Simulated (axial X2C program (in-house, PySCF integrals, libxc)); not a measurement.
# SbF⁺: EOM-IP-CCSD levels

Wanted for SbF⁺: EOM-IP-CCSD levels, at the two-component level.

Method: two-component X2C with atomic mean-field terms, Sb dyall-cv3z, F dyall-av3z; program: an in-house X2C program for linear molecules on PySCF integrals.

All values are calculated.

### 1 Set-up

Input file task.json:

```json
{"zs": [51, 9], "q": 1, "bas": ["dyall-cv3z", "dyall-av3z"], "r0": 2.04, "eom": "ip", "rq": 0, "thr": -1.0, "nmax": 95, "grid": [1, 0.96, 1.045, 0.92, 1.09, 1.15]}
```

Keys: zs atomic numbers; q charge; bas basis sets; r0 starting distance in Å; eom kind of EOM run; thr threshold in hartree for freezing inner shells (an s shell follows its p shell); nmax most natural virtual spinors; grid distances as factors.

Run with:

```console
$ python soeom.py task.json out
```

Nuclei are Gaussian, cores are contracted, and the Gaunt term is on.

### 2 EOM-IP-CCSD at 1.928 Å

Reference: the closed shell SbF; 12 electrons correlated, 94 virtual spinors; roots sought by Ω: 1/2: 4, 3/2: 3, 5/2: 1.

Output:

```text
two-component X2C + atomic mean field  HF
basis functions 178  fitting functions 924  grid points 5079
iter        total energy     max residual
   1      -6574.830941423     3.95e-01
   2      -6574.857766265     5.78e-03
   3      -6574.858648490     3.56e-03
   4      -6574.858896659     1.07e-03
   5      -6574.858934224     3.05e-04
   6      -6574.858938894     1.30e-04
   7      -6574.858940008     8.57e-05
   8      -6574.858940497     5.12e-05
   9      -6574.858940666     2.37e-05
  10      -6574.858940706     6.52e-06
  11      -6574.858940710     8.38e-07
  12      -6574.858940710     2.75e-07
converged
one-electron -9282.38876208  Coulomb 2764.73670937  exact exchange -179.40627483  xc functional 0.00000000  nuclear repulsion 125.98150405  atomic mean-field constant -3.78211722
correlated 12  virtual 256  natural virtual 94  E(MP2) -0.365096082  MP2 remainder -0.014549242
iter   CCSD correlation   residual
   1     -0.350336839   1.64e-01
   2     -0.361478597   9.60e-02
   3     -0.367068504   6.59e-02
   4     -0.367861259   4.28e-02
   5     -0.368950574   2.50e-02
   6     -0.369414558   9.20e-03
   7     -0.369411435   3.23e-03
   8     -0.369426604   1.03e-03
   9     -0.369436396   4.83e-04
  10     -0.369432699   2.07e-04
  11     -0.369431152   8.09e-05
  12     -0.369430372   3.64e-05
  13     -0.369429674   2.10e-05
  14     -0.369429594   1.29e-05
  15     -0.369429473   8.49e-06
  16     -0.369429373   5.57e-06
  17     -0.369429293   3.26e-06
  18     -0.369429200   2.04e-06
  19     -0.369429121   1.18e-06
  20     -0.369429110   5.16e-07
(T) -0.014834463  T1 0.0220  D1 0.0369  max T2 0.315
EOM-IP-CCSD roots
2*Omega      energy/Eh   energy/eV  one-particle weight
    1       0.31633047      8.6078      0.969
    1       0.49455745     13.4576      0.878
    1       0.52923323     14.4012      0.327
    1       0.53198773     14.4761      0.744
    3       0.38389699     10.4464      0.002
    3       0.52115077     14.1812      0.900
    3       0.55317324     15.0526      0.000
    5       0.62392230     16.9778      0.000
```

T1 in the output is the amplitude norm over the root of the electron number; divide by √2 for the Lee–Taylor value.

```csv
Ω,vertical IE (eV),above lowest (cm⁻¹),spinor,weight
1/2,8.608,0,"87% Sb pπ, 7% F pπ",0.97
1/2,13.458,39120,"44% F pσ, 33% Sb sσ, 18% Sb pσ",0.88
3/2,14.181,44950,94% F pπ,0.90
1/2,14.476,47330,90% F pπ,0.74
```

Wall time 11 s (1 thread of Arm Neoverse V1, shared host); peak memory 0.77 GiB.

### 3 EOM-IP-CCSD at 1.851 Å

```csv
Ω,vertical IE (eV),above lowest (cm⁻¹),spinor,weight
1/2,8.436,0,"86% Sb pπ, 8% F pπ",0.97
1/2,13.499,40830,"40% Sb sσ, 36% F pσ, 18% Sb pσ",0.86
3/2,14.733,50780,93% F pπ,0.90
1/2,15.028,53170,91% F pπ,0.90
```

Run time: 11 s. Hardware: 1 thread of Arm Neoverse V1, shared host; peak memory 0.78 GiB.

### 4 EOM-IP-CCSD at 2.015 Å

```csv
Ω,vertical IE (eV),above lowest (cm⁻¹),spinor,weight
1/2,8.794,0,"88% Sb pπ, 7% F pπ",0.97
1/2,13.319,36500,"53% F pσ, 25% Sb sσ, 17% Sb pσ",0.89
3/2,13.619,38910,95% F pπ,0.90
1/2,13.873,40970,92% F pπ,0.90
```

Run time: 12 s. Hardware: 1 thread of Arm Neoverse V1, shared host; peak memory 0.78 GiB.

### 5 EOM-IP-CCSD at 1.774 Å

```csv
Ω,vertical IE (eV),above lowest (cm⁻¹),spinor,weight
1/2,8.261,0,"85% Sb pπ, 8% F pπ",0.97
1/2,13.473,42040,"45% Sb sσ, 29% F pσ, 19% Sb pσ",0.84
3/2,15.338,57080,92% F pπ,0.90
1/2,15.651,59600,90% F pπ,0.91
```

Wall time 12 s (1 thread of Arm Neoverse V1, shared host); peak memory 0.79 GiB.

### 6 EOM-IP-CCSD at 2.102 Å

```csv
Ω,vertical IE (eV),above lowest (cm⁻¹),spinor,weight
1/2,8.973,0,"89% Sb pπ, 7% F pπ",0.97
1/2,13.088,33190,"60% F pσ, 17% Sb sσ, 15% Sb pσ",0.90
3/2,13.114,33400,96% F pπ,0.89
1/2,13.355,35340,89% F pπ,0.91
```

Run time: 10 s. Hardware: 1 thread of Arm Neoverse V1, shared host; peak memory 0.79 GiB.

### 7 EOM-IP-CCSD at 2.217 Å

```csv
Ω,vertical IE (eV),above lowest (cm⁻¹),spinor,weight
1/2,9.198,0,"89% Sb pπ, 7% F pπ",0.97
3/2,12.518,26780,97% F pπ,0.87
1/2,12.652,27860,"43% F pσ, 38% F pπ, 8% Sb pσ",0.90
1/2,12.771,28820,"53% F pπ, 29% F pσ, 6% Sb pσ",0.91
```

It took 12 s on 1 thread of Arm Neoverse V1, shared host; peak memory 0.79 GiB.

### 8 Curves of the states

Energies in eV from the lowest point of the lowest state; states are followed by energy order within each Ω.

```csv
R (Å),(1)Ω=1/2,(2)Ω=1/2
1.774,0.1023,5.3149
1.851,0.0000,5.0623
1.928,0.0926,4.9424
2.015,0.3493,4.8745
2.102,0.7061,4.8214
2.217,1.2667,4.7208
```

Constants where the minimum is well bracketed (masses 120.904 and 18.998 u):

```csv
state,Te (cm⁻¹),Re (Å),ωe (cm⁻¹)
(1)Ω=1/2,0,1.848,739
```

### 9 Outcome

```
                     quantity                             value
       lowest root at 1.928 Å                 Ω = 1/2, 8.608 eV
next root led by one particle  Ω = 1/2, about 39120 cm⁻¹ higher
          T1 of the reference                             0.016
      lowest state, Re and ωe                 1.848 Å, 739 cm⁻¹
```

**Reading.** Removing an electron from the reference determinant of SbF costs 8.61 eV and empties a spinor of 87% Sb pπ, 7% F pπ. The closed-shell reference lies 0.44 eV above the lowest determinant found, so these energies count from an excited configuration. Errors of 0.1 to 0.3 eV are usual at this size, and roots led by higher excitations are left out, so the list is incomplete, and low states of that kind can be missing. T1 or the largest double amplitude of the reference is raised, which lowers the reliability. The bond is 0.082 Å shorter than in the closed-shell reference at CCSD (1.929 Å).
